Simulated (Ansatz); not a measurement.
# CH₆O₃Si: a ladder of functionals and wavefunction methods

An exercise on one series of results from a longer session: the logs are not shown, and one member is left open.

Method: functionals in def2-TZVPP, the program's frozen cores in correlated methods; program: Ansatz 0.2.0, Gaussian basis.

Plan: LDA (SPW92), PBE-D4, revPBE-D4, BLYP-D4, r2SCAN-D4, B97M-V, PBE0-D4, B3LYP-D4, r2SCANh-D4, r2SCAN0-D4, HSE06-D4, BHLYP-D4, CAM-B3LYP-D4, LC-ωPBE, ωB97X-V, ωB97M-V, B2PLYP, PBE-QIDH; CCSD(T)/def2-SVP; CCSD(T)/def2-TZVPP; MP2/def2-QZVPP; extrapolation to the limit; RPA on PBE.

**The relaxed structure**

An earlier PBE0-D4 in a triple-zeta def2 set relaxation fixed the geometry.

SMILES `CO[SiH](O)O`, 11 atoms, charge 0, spin multiplicity 1.

Atoms are counted from 1 here; the program's logs count them from 0.

Bond lengths: C1–O2 1.410 Å, C1–H6 1.096 Å, C1–H7 1.094 Å, C1–H8 1.091 Å, O2–Si3 1.636 Å, Si3–O4 1.631 Å, Si3–O5 1.634 Å, Si3–H9 1.477 Å, O4–H10 0.959 Å, O5–H11 0.958 Å. Angles: O2–C1–H6 111.7°, O2–C1–H7 111.1°, O2–C1–H8 108.4°, H6–C1–H7 108.5°, H6–C1–H8 108.4°, H7–C1–H8 108.7°, C1–O2–Si3 123.8°, O2–Si3–O4 114.3°, O2–Si3–O5 105.6°, O2–Si3–H9 109.6°, O4–Si3–O5 108.9°, O4–Si3–H9 104.7°, O5–Si3–H9 114.0°, Si3–O4–H10 117.5°, Si3–O5–H11 116.4°.

The first run:

File in.yaml:

```yaml
crystal:
  periodic: [false, false, false]
  atoms:
    - {symbol: C, position_ang: [-0.301506, 1.515328, -0.811847]}
    - {symbol: O, position_ang: [0.479682, 0.655520, -0.012753]}
    - {symbol: Si, position_ang: [0.176614, -0.941087, 0.172953]}
    - {symbol: O, position_ang: [-1.223978, -1.273887, 0.939212]}
    - {symbol: O, position_ang: [1.417570, -1.522998, 1.061724]}
    - {symbol: H, position_ang: [-0.474046, 1.094997, -1.809173]}
    - {symbol: H, position_ang: [-1.271668, 1.713692, -0.345724]}
    - {symbol: H, position_ang: [0.232571, 2.460261, -0.923363]}
    - {symbol: H, position_ang: [0.038494, -1.577214, -1.152625]}
    - {symbol: H, position_ang: [-1.249759, -1.145710, 1.889111]}
    - {symbol: H, position_ang: [2.241423, -1.035900, 1.012987]}
basis:
  gaussian: {orbitals: def2-TZVPP}
hamiltonian: {xc: lda}
output: {orbitals: {seedname: orbitals}}
```

Among the steps run: LDA; PBE-D4 (GGA); revPBE-D4 (GGA); BLYP-D4 (GGA); r2SCAN-D4 (meta-GGA); B97M-V (meta-GGA); PBE0-D4 (hybrid); B3LYP-D4 (hybrid); r2SCANh-D4 (hybrid); r2SCAN0-D4 (hybrid); HSE06-D4 (hybrid); BHLYP-D4 (hybrid); CAM-B3LYP-D4 (range-separated); LC-ωPBE-D4 (range-separated; the results give it without D4); ωB97X-V (range-separated); ωB97M-V (range-separated); B2PLYP (double hybrid); PBE-QIDH (double hybrid).

One of the session's tables, all rows but one given; the rest of the session is left out.

It belongs to the step «Frontier levels by functional». 

| functional | HOMO (eV) | LUMO (eV) | gap (eV) |
| --- | --- | --- | --- |
| LDA (SPW92) | -6.96 | -0.13 | 6.83 |
| PBE-D4 | -6.81 | 0.01 | 6.83 |
| revPBE-D4 | -6.76 | 0.09 | 6.85 |
| BLYP-D4 | -6.73 | -0.03 | 6.70 |
| r2SCAN-D4 | -7.17 | 0.72 | 7.89 |
| B97M-V | -7.30 | 0.26 | 7.56 |
| PBE0-D4 | -8.43 | 0.92 | 9.36 |
| B3LYP-D4 | -8.19 | 0.53 | 8.73 |
| r2SCANh-D4 | -7.77 | 1.00 | 8.77 |
| r2SCAN0-D4 | -8.69 | 1.38 | 10.07 |
| HSE06-D4 | -8.03 | 0.55 | 8.58 |
| BHLYP-D4 | -10.01 | 1.57 | 11.59 |
| CAM-B3LYP-D4 | -9.92 | 1.69 | 11.62 |
| LC-ωPBE | ? | ? | ? |
| ωB97X-V | -10.94 | 2.85 | 13.79 |
| ωB97M-V | -10.87 | 2.38 | 13.24 |

Estimate the missing values for LC-ωPBE.

The run gave: HOMO (eV): -11.28; LUMO (eV): 3.07; gap (eV): 14.35. In the column «HOMO (eV)» it is the lowest.
